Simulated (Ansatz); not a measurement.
# C6H15B: up Jacob's ladder to CCSD(T)

An exercise on one series of results from a longer session: the logs are not shown, and one member is left open.

Method: functionals in def2-TZVPP, the program's frozen cores in correlated methods; program: Ansatz 0.2.0, Gaussian basis.

Levels to be run: LDA (SPW92), PBE-D4, revPBE-D4, BLYP-D4, r2SCAN-D4, B97M-V, PBE0-D4, B3LYP-D4, r2SCANh-D4, r2SCAN0-D4, HSE06-D4, BHLYP-D4, CAM-B3LYP-D4, LC-ωPBE, ωB97X-V, ωB97M-V, B2PLYP, PBE-QIDH; CCSD(T)/def2-SVP; CCSD(T)/def2-TZVPP; MP2/def2-QZVPP; extrapolation to the limit; RPA on PBE.

## The relaxed structure

All runs share one geometry, relaxed beforehand with PBE0-D4 in a triple-zeta def2 set.

SMILES `CCB(CC)CC`, 22 atoms, charge 0, spin multiplicity 1.

Atoms are counted from 1 here; the program's logs count them from 0.

Bond lengths: C1–C2 1.522 Å, C1–H8 1.093 Å, C1–H9 1.093 Å, C1–H10 1.093 Å, C2–B3 1.571 Å, C2–H11 1.103 Å, C2–H12 1.099 Å, B3–C4 1.573 Å, B3–C6 1.572 Å, C4–C5 1.537 Å, C4–H13 1.095 Å, C4–H14 1.096 Å, C5–H15 1.093 Å, C5–H16 1.094 Å, C5–H17 1.094 Å, C6–C7 1.539 Å, C6–H18 1.095 Å, C6–H19 1.095 Å and more. Angles: C2–C1–H8 111.5°, C2–C1–H9 112.1°, C2–C1–H10 111.3°, H8–C1–H9 107.4°, H8–C1–H10 107.0°, H9–C1–H10 107.3°, C1–C2–B3 118.9°, C1–C2–H11 109.9°, C1–C2–H12 110.7°, B3–C2–H11 104.2°, B3–C2–H12 108.8°, H11–C2–H12 102.9°, C2–B3–C4 118.8°, C2–B3–C6 121.9°, C4–B3–C6 119.2°, B3–C4–C5 108.0°, B3–C4–H13 112.5°, B3–C4–H14 111.4° and more.

Set-up of the first run:

in.yaml reads:

```yaml
crystal:
  periodic: [false, false, false]
  atoms:
    - {symbol: C, position_ang: [2.160456, 0.234704, 1.280789]}
    - {symbol: C, position_ang: [1.187497, -0.754628, 0.655189]}
    - {symbol: B, position_ang: [-0.106659, -0.205685, -0.045699]}
    - {symbol: C, position_ang: [-1.261501, -1.213693, -0.400453]}
    - {symbol: C, position_ang: [-2.311642, -1.145566, 0.719732]}
    - {symbol: C, position_ang: [-0.258258, 1.307071, -0.444686]}
    - {symbol: C, position_ang: [0.431372, 1.496926, -1.806808]}
    - {symbol: H, position_ang: [2.509870, 0.969940, 0.551179]}
    - {symbol: H, position_ang: [3.043282, -0.260962, 1.692744]}
    - {symbol: H, position_ang: [1.690040, 0.791863, 2.095509]}
    - {symbol: H, position_ang: [1.696436, -1.336327, -0.132247]}
    - {symbol: H, position_ang: [0.897007, -1.526135, 1.381491]}
    - {symbol: H, position_ang: [-0.904579, -2.245339, -0.490529]}
    - {symbol: H, position_ang: [-1.745668, -0.950002, -1.348020]}
    - {symbol: H, position_ang: [-3.149441, -1.818630, 0.522658]}
    - {symbol: H, position_ang: [-2.719269, -0.136465, 0.826200]}
    - {symbol: H, position_ang: [-1.885463, -1.429716, 1.686225]}
    - {symbol: H, position_ang: [-1.309232, 1.600496, -0.540156]}
    - {symbol: H, position_ang: [0.205850, 1.982738, 0.280881]}
    - {symbol: H, position_ang: [-0.011632, 0.854522, -2.573141]}
    - {symbol: H, position_ang: [1.496761, 1.256182, -1.755407]}
    - {symbol: H, position_ang: [0.344785, 2.528727, -2.155472]}
basis:
  gaussian: {orbitals: def2-TZVPP}
hamiltonian: {xc: lda}
output: {orbitals: {seedname: orbitals}}
```

On the command line:

```bash
> ansatz run in.yaml --threads 2 --pin off --events-out ev --progress --plain --max-ram 32768MiB --backend cuda --devices 0, --max-vram 18GiB
```

Among the steps run: LDA; PBE-D4 (GGA); revPBE-D4 (GGA); BLYP-D4 (GGA); r2SCAN-D4 (meta-GGA); B97M-V (meta-GGA); B3LYP-D4 (hybrid); r2SCANh-D4 (hybrid); r2SCAN0-D4 (hybrid); HSE06-D4 (hybrid); BHLYP-D4 (hybrid); CAM-B3LYP-D4 (range-separated); LC-ωPBE (range-separated); ωB97X-V (range-separated); ωB97M-V (range-separated); B2PLYP (double hybrid); PBE-QIDH (double hybrid).

One table of the session follows, with a row left open; its other results are not shown here.

| functional | HOMO (eV) | gap (eV) |
| --- | --- | --- |
| LDA (SPW92) | -6.60 | 5.05 |
| PBE-D4 | -6.52 | 5.24 |
| revPBE-D4 | ? | ? |
| BLYP-D4 | -6.45 | 5.32 |
| r2SCAN-D4 | -6.78 | 5.88 |
| B97M-V | -6.90 | 5.96 |
| PBE0-D4 | -7.86 | 7.58 |
| B3LYP-D4 | -7.68 | 7.18 |
| r2SCANh-D4 | -7.27 | 6.72 |
| r2SCAN0-D4 | -8.02 | 7.97 |
| HSE06-D4 | -7.45 | 6.79 |
| BHLYP-D4 | -9.17 | 9.94 |
| CAM-B3LYP-D4 | -9.29 | 10.11 |
| LC-ωPBE | -10.61 | 12.66 |
| ωB97X-V | -10.28 | 12.16 |
| ωB97M-V | -10.16 | 11.77 |

Q: Estimate the row for revPBE-D4 from the others.

**Answer.** HOMO (eV): -6.48; gap (eV): 5.32. In the column «HOMO (eV)» it lies between PBE-D4 (-6.52) and BLYP-D4 (-6.45).
